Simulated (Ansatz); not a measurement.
# BN (zincblende type): a single-point run

Aim: a sound single-point run of BN (zincblende type). The structure is shown as the input types it.

Program: Ansatz 0.2.0. Level of theory: DFT, PBE, all-electron PAW with datasets made for the crystal, scalar-relativistic. These are calculated values, not measurements.

### 1 The system as given

It takes space group F-43m (No. 216, cubic). Conventional cell: a = 6.850 Å, b = 6.850 Å, c = 6.850 Å, α = 90.00°, β = 90.00°, γ = 90.00°. B (site symmetry -43m) is surrounded by 4 N at 2.97 Å. Around N (site symmetry -43m) lie 4 B at 2.97 Å.

As a file:

```
B N
1.0
     0.00000    3.42485    3.42485
     3.42485    0.00000    3.42485
     3.42485    3.42485    0.00000
B N
1 1
Direct
  0.00000 0.00000 0.00000
  0.25000 0.25000 0.25000
```

### 2 The run

input.yaml

```yaml
crystal:
  lattice:
    - [0.0, 3.42484872, 3.42484872]
    - [3.42484872, 0.0, 3.42484872]
    - [3.42484872, 3.42484872, 0.0]
  atoms:
    - { symbol: B, position: [0.0, 0.0, 0.0] }
    - { symbol: "N", position: [0.25, 0.25, 0.25] }
kpoints:
  mp_grid: { grid: [15, 15, 15] }
scf:
  occupations: { method: fermi_dirac, width: 0.05 }
  max_iter: 50
hamiltonian:
  xc: pbe
  pseudopotentials: { kind: all_electron, datasets: crystal }
output:
  forces: true
  stress: true
  eigenvalues: true
```

Started as:

```
> ansatz run input.yaml --threads 1 --pin off --max-ram 2048MiB --backend cpu --events-out ev --progress --plain --runs-dir out
```

What happens when this is run?

This run ends as converged, with warnings (crystal datasets made). Convergence says nothing about whether the input makes sense.

The structure is inflated by the factor 1.89 between bohr and ångström. The shortest distance in the input is 2.97 Å, between atoms 1 (B) and 2 (N).

Fix: divide the lengths by 1.8897.
